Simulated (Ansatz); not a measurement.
**C₂HF₃Ti: a ladder of functionals and wavefunction methods**

An exercise on one series of results from a longer session: the logs are not shown, and one member is left open.

Method: functionals in def2-TZVPP, the program's frozen cores in correlated methods; program: Ansatz 0.2.0, Gaussian basis.

Plan: LDA (SPW92), PBE-D4, revPBE-D4, BLYP-D4, r2SCAN-D4, B97M-V, PBE0-D4, B3LYP-D4, r2SCANh-D4, r2SCAN0-D4, HSE06-D4, BHLYP-D4, CAM-B3LYP-D4, LC-ωPBE, ωB97X-V, ωB97M-V, B2PLYP, PBE-QIDH; CCSD(T)/def2-SVP; CCSD(T)/def2-TZVPP; MP2/def2-QZVPP; extrapolation to the limit; RPA on PBE.

## Structure used throughout

An earlier PBE0-D4 in a triple-zeta def2 set relaxation fixed the geometry.

SMILES `C#[C][Ti]([F])([F])[F]`, 7 atoms, charge 0, spin multiplicity 1.

Atoms are counted from 1 here; the program's logs count them from 0.

Bond lengths: C1–C2 1.214 Å, C1–H7 1.067 Å, C2–Ti3 2.007 Å, Ti3–F4 1.739 Å, Ti3–F5 1.739 Å, Ti3–F6 1.739 Å. Angles: C2–C1–H7 179.9°, C1–C2–Ti3 179.9°, C2–Ti3–F4 108.5°, C2–Ti3–F5 108.5°, C2–Ti3–F6 108.5°, F4–Ti3–F5 110.4°, F4–Ti3–F6 110.4°, F5–Ti3–F6 110.4°.

Geometry (Å):

```
C     0.03007   -1.54155    1.42682
C     0.01858   -0.65541    0.59778
Ti   -0.00271    0.81002   -0.77315
F    -1.23834    0.45398   -1.94370
F     1.55704    0.87281   -1.53926
F    -0.34428    2.31375    0.03053
H     0.04094   -2.32170    2.15529
```

Set-up of the first run:

The input, in.yaml:

```yaml
crystal:
  periodic: [false, false, false]
  atoms:
    - {symbol: C, position_ang: [0.030069, -1.541550, 1.426817]}
    - {symbol: C, position_ang: [0.018575, -0.655408, 0.597779]}
    - {symbol: Ti, position_ang: [-0.002710, 0.810019, -0.773153]}
    - {symbol: F, position_ang: [-1.238337, 0.453982, -1.943703]}
    - {symbol: F, position_ang: [1.557044, 0.872805, -1.539262]}
    - {symbol: F, position_ang: [-0.344281, 2.313749, 0.030529]}
    - {symbol: H, position_ang: [0.040937, -2.321697, 2.155292]}
basis:
  gaussian: {orbitals: def2-TZVPP}
hamiltonian: {xc: lda}
output: {orbitals: {seedname: orbitals}}
```

Started as:

```
ansatz run in.yaml --threads 4 --pin off --events-out ev --progress --plain --max-ram 10444MiB
```

Steps of the session up to this table: LDA; PBE-D4 (GGA); revPBE-D4 (GGA); BLYP-D4 (GGA); r2SCAN-D4 (meta-GGA); B97M-V (meta-GGA); B3LYP-D4 (hybrid); r2SCANh-D4 (hybrid); r2SCAN0-D4 (hybrid); HSE06-D4 (hybrid); BHLYP-D4 (hybrid); CAM-B3LYP-D4 (range-separated); LC-ωPBE (range-separated); ωB97X-V (range-separated); ωB97M-V (range-separated); B2PLYP (double hybrid); PBE-QIDH (double hybrid).

One table of the session follows, with a row left open; its other results are not shown here.

It belongs to the step «Frontier levels by functional». 

| functional | HOMO (eV) | LUMO (eV) | gap (eV) |
| --- | --- | --- | --- |
| LDA (SPW92) | -7.95 | -4.42 | 3.53 |
| PBE-D4 | -7.70 | -4.12 | 3.58 |
| revPBE-D4 | -7.61 | -4.02 | 3.59 |
| BLYP-D4 | -7.54 | -4.04 | 3.50 |
| r2SCAN-D4 | -7.96 | -4.08 | 3.88 |
| B97M-V | -7.92 | -4.05 | 3.87 |
| PBE0-D4 | -8.94 | -3.25 | 5.68 |
| B3LYP-D4 | -8.70 | -3.53 | 5.16 |
| r2SCANh-D4 | -8.43 | -3.75 | 4.68 |
| r2SCAN0-D4 | -9.12 | -3.22 | 5.91 |
| HSE06-D4 | ? | ? | ? |
| BHLYP-D4 | -10.01 | -2.21 | 7.81 |
| CAM-B3LYP-D4 | -10.28 | -2.18 | 8.09 |
| LC-ωPBE | -11.66 | -0.98 | 10.68 |
| ωB97X-V | -11.25 | -1.00 | 10.25 |
| ωB97M-V | -11.15 | -1.02 | 10.13 |

Estimate the missing values for HSE06-D4.

The run gave: HOMO (eV): -8.53; LUMO (eV): -3.63; gap (eV): 4.90. In the column «HOMO (eV)» it lies between B3LYP-D4 (-8.70) and r2SCANh-D4 (-8.43).
